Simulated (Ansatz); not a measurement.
# W: the cost of one run

Method: DFT r2SCAN, scalar-relativistic, plane waves, PAW, in Ansatz 0.2.0.

**1. The starting structure**

It takes space group P3_121 (No. 152, trigonal). Conventional cell: a = 3.675 Å, b = 3.675 Å, c = 4.169 Å, α = 90.00°, β = 90.00°, γ = 120.00°. W (site symmetry 2) has 2 W at 2.00 Å as nearest neighbours.

As a file:

```
CELL_PARAMETERS angstrom
3.67472 0.00000 0.00000
-1.83736 3.18240 0.00000
0.00000 0.00000 4.16909
ATOMIC_POSITIONS crystal
W 0.22540 0.00000 0.33333
W 0.00000 0.22540 0.66667
W 0.77460 0.77460 0.00000
```

(A quick probe on a coarse mesh, which set the mesh and smearing, is not shown.)

**3. A loose first relaxation**

input.yaml

```yaml
crystal:
  lattice:
    - [3.6747199417, 0.0, 0.0]
    - [-1.8373599709, 3.1824008214, 0.0]
    - [0.0, 0.0, 4.1690927847]
  atoms:
    - { symbol: W, position: [0.2254, 0.0, 0.3333333333] }
    - { symbol: W, position: [0.0, 0.2254, 0.6666666667] }
    - { symbol: W, position: [0.7746, 0.7746, 0.0] }
basis:
  ecutwfc: 500
kpoints:
  mp_grid: { grid: [6, 6, 4] }
hamiltonian:
  xc: r2scan
scf:
  occupations: { method: gaussian, width: 0.1 }
  lower_state_search: "off"
output:
  forces: true
  stress: true
  eigenvalues: true
relax:
  adjacent_minimum: "off"
  f_tol: 0.04
  max_steps: 70
  cell: { stress_tol: 0.4 }
```

Q: Estimate wall time and peak memory on 1 thread of an Arm CPU, shared host.

About 2.3 min, with a peak of 0.46 GiB.
